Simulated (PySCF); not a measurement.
# C5H10AlNO (AlEt2(NCO)): the cost of one run

The runs use PySCF 2.14.0, with density-fitted response routines of our own; the level of theory stands in each step. All values are computed, except where a source is named. Atoms count from 0, in the outputs and in this text.

**1. Starting geometry**

18 atoms, charge 0, multiplicity 1; geometry from: GFN2-xTB. The atoms were then displaced at random by about 0.03 Å, so the start is not that level's minimum.

Bonds of the start (Å): Al0–C1 1.92, Al0–C8 2.11, Al0–N15 1.74, C1–C2 1.51, C1–H3 1.16, C1–H4 1.13, C2–H5 1.14, C2–H6 1.08, C2–H7 1.03, C8–C9 1.56, C8–H10 1.09, C8–H11 1.06, C9–H12 1.17, C9–H13 1.09, C9–H14 1.09, N15–C16 1.20, C16–O17 1.19.

**2. Geometry optimisation at PBE0-D3(BJ)/def2-SVP**

The job: settings as JSON, then the geometry in Å.

```
{"job": {"xc": "PBE0", "basis": "def2-SVP", "d3": "d3bj", "grid": 1, "maxiter": 40, "shake": 0.03, "kind": "geom"}, "charge": 0, "multiplicity": 1}
Al     0.154760     0.062820    -0.026180
C      2.046810     0.000620     0.302420
C      2.349210    -1.204740     1.163350
H      2.540330     0.935750     0.774300
H      2.618470    -0.088800    -0.663440
H      3.477330    -1.302430     1.284390
H      2.010240    -1.089810     2.185360
H      2.052130    -2.097450     0.744380
C     -1.000900     1.796470    -0.357450
C     -2.334450     1.425610    -1.071330
H     -0.462250     2.475890    -1.019770
H     -1.193600     2.340220     0.527640
H     -3.029720     2.351870    -1.264910
H     -2.199890     0.995220    -2.058930
H     -2.902030     0.680170    -0.506900
N     -0.809830    -1.380570     0.013190
C     -1.386440    -2.429040     0.004350
O     -1.986490    -3.454870     0.047250
```

Started as:

```console
$ OMP_NUM_THREADS=1 python probes_run.py task.json out
```

The driver reads the jobs from task.json and runs them one after another.

Q: Estimate the wall time and peak memory of this first job on 1 thread of Intel Xeon at 2.70GHz, shared host.

About 6.6 min, with a peak of 0.65 GiB.
